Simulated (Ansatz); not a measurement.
**CH₄CdS: up Jacob's ladder to CCSD(T)**

An exercise on one series of results from a longer session: the logs are not shown, and one member is left open.

The runs use Ansatz 0.2.0, Gaussian basis; functionals in def2-TZVPP, the program's frozen cores in correlated methods.

The runs, in order: LDA (SPW92), PBE-D4, revPBE-D4, BLYP-D4, r2SCAN-D4, B97M-V, PBE0-D4, B3LYP-D4, r2SCANh-D4, r2SCAN0-D4, HSE06-D4, BHLYP-D4, CAM-B3LYP-D4, LC-ωPBE, ωB97X-V, ωB97M-V, B2PLYP, PBE-QIDH; CCSD(T)/def2-SVP; CCSD(T)/def2-TZVPP; MP2/def2-QZVPP; extrapolation to the limit; RPA on PBE.

### Structure used throughout

The geometry comes from an earlier relaxation with PBE0-D4 in a triple-zeta def2 set; it is a stationary point, not always the lowest conformer. Cd takes the def2 core potential; no spin-orbit term is included.

SMILES `[CH3][Cd][SH]`, 7 atoms, charge 0, spin multiplicity 1.

Atoms are counted from 1 here; the program's logs count them from 0.

Bond lengths: C1–Cd2 2.105 Å, C1–H4 1.090 Å, C1–H5 1.091 Å, C1–H6 1.090 Å, Cd2–S3 2.352 Å, S3–H7 1.344 Å. Angles: Cd2–C1–H4 110.0°, Cd2–C1–H5 109.8°, Cd2–C1–H6 110.0°, H4–C1–H5 109.0°, H4–C1–H6 109.1°, H5–C1–H6 109.0°, C1–Cd2–S3 179.2°, Cd2–S3–H7 93.4°.

Set-up of the first run:

in.yaml

```yaml
crystal:
  periodic: [false, false, false]
  atoms:
    - {symbol: C, position_ang: [-1.090301, 0.792029, -0.479992]}
    - {symbol: Cd, position_ang: [0.361328, -0.436020, 0.422434]}
    - {symbol: S, position_ang: [1.961970, -1.813819, 1.456520]}
    - {symbol: H, position_ang: [-1.975412, 0.204421, -0.725445]}
    - {symbol: H, position_ang: [-0.688497, 1.227220, -1.395781]}
    - {symbol: H, position_ang: [-1.372716, 1.596278, 0.200035]}
    - {symbol: H, position_ang: [2.864830, -1.638310, 0.476532]}
basis:
  gaussian: {orbitals: def2-TZVPP}
hamiltonian: {xc: lda}
output: {orbitals: {seedname: orbitals}}
```

Among the steps run: LDA; PBE-D4 (GGA); revPBE-D4 (GGA); BLYP-D4 (GGA); r2SCAN-D4 (meta-GGA); B97M-V (meta-GGA); PBE0-D4 (hybrid); B3LYP-D4 (hybrid); r2SCANh-D4 (hybrid); r2SCAN0-D4 (hybrid); HSE06-D4 (hybrid); BHLYP-D4 (hybrid); CAM-B3LYP-D4 (range-separated); LC-ωPBE-D4 (range-separated; the results give it without D4); ωB97X-V (range-separated); ωB97M-V (range-separated); B2PLYP (double hybrid); PBE-QIDH (double hybrid).

One of the session's tables, all rows but one given; the rest of the session is left out.

It belongs to the step «Frontier levels by functional». 

```
  functional  HOMO (eV)  gap (eV)
 LDA (SPW92)      -5.88      4.35
      PBE-D4      -5.72      4.39
   revPBE-D4      -5.65      4.42
     BLYP-D4          ?         ?
   r2SCAN-D4      -5.97      4.95
      B97M-V      -6.01      4.75
     PBE0-D4      -6.89      6.34
    B3LYP-D4      -6.65      5.80
  r2SCANh-D4      -6.41      5.65
  r2SCAN0-D4      -7.07      6.70
    HSE06-D4      -6.49      5.58
    BHLYP-D4      -7.92      8.00
CAM-B3LYP-D4      -8.21      8.44
     LC-ωPBE      -9.62     10.98
     ωB97X-V      -9.24     10.45
     ωB97M-V      -9.09      9.97
```

Estimate the missing values for BLYP-D4.

Worked estimate for «HOMO (eV)». Against the share of exact exchange, B3LYP-D4 (0.2, -6.65), BHLYP-D4 (0.5, -7.92) give a slope of -4.23 per unit share; at 0 the line stands at -5.80.

The run gave: HOMO (eV): -5.55; gap (eV): 4.25. In «HOMO (eV)» the line misses by -0.25.
